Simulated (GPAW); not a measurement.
Runs of GPAW 26.7.0 on SnTe3. The structure is cubic, space group Fm-3m (No. 225). Conventional cell: a = 7.722 Å, b = 7.722 Å, c = 7.722 Å, α = 90.00°, β = 90.00°, γ = 90.00°. Around Te (site symmetry m-3m) lie 8 Te at 3.34 Å. Around Te (site symmetry -43m) lie 4 Te at 3.34 Å and 4 Sn at 3.34 Å. Sn (site symmetry m-3m) has 8 Te at 3.34 Å as nearest neighbours. The cell comes from a database or a generator and needn't be the stable form of this composition.

```tsv
task	level	potentials or basis	cell	k mesh	cutoff (eV)	maxiter	convergence	band path	band points	gap on the mesh (eV)	pressure (GPa)
single point	PBEsol	PAW data sets generated in the run's folder for this functional, pw	as given	6 × 6 × 6	600	150	-	-	-	none	-3.2
single point	PBEsol	PAW data sets generated in the run's folder for this functional, pw	atoms moved at random, drawn with an rms of 0.05 Å	6 × 6 × 6	600	150	-	-	-	none	-3.2
single point	LDA	the program's PAW data sets (release 1.2.1) made for this functional, pw	as given	5 × 5 × 5	450	120	default	-	-	-	-4.5
band structure	r2SCAN	GPAW PAW data sets (gpaw-data 1.2.1), pw	as given	6 × 6 × 6	600	150	-	GXWKGLUWLK,UX	60	-	(a)
band structure	PBEsol	PAW data sets generated in the run's folder for this functional, pw	as given	6 × 6 × 6	600	150	-	GXWKGLUWLK,UX	60	-	-3.2
band structure	LDA	the program's PAW data sets (release 1.2.1) made for this functional, pw	as given	6 × 6 × 6	600	150	-	GXWKGLUWLK,UX	60	-	-4.2
```

Alike in all rows: no spin polarisation; smearing fermi-dirac 0.05 eV.

Problem. Estimate the missing entries.

Solution. (a) -0.3.

Caveats: spin-orbit coupling is left out, which moves the levels of the heavy elements (some runs); the cutoff is short for stress and forces, so pressures can be off by a GPa or more (some runs); the PAW data sets were made with another functional, which shifts forces and pressure a little (some runs).

A k mesh can miss the band edges, and the runs leave out spin-orbit coupling on Sn, Te.

A gap of «none» marks a metal or a gap under the smearing width.

Runs at the PBE level aren't shown here.
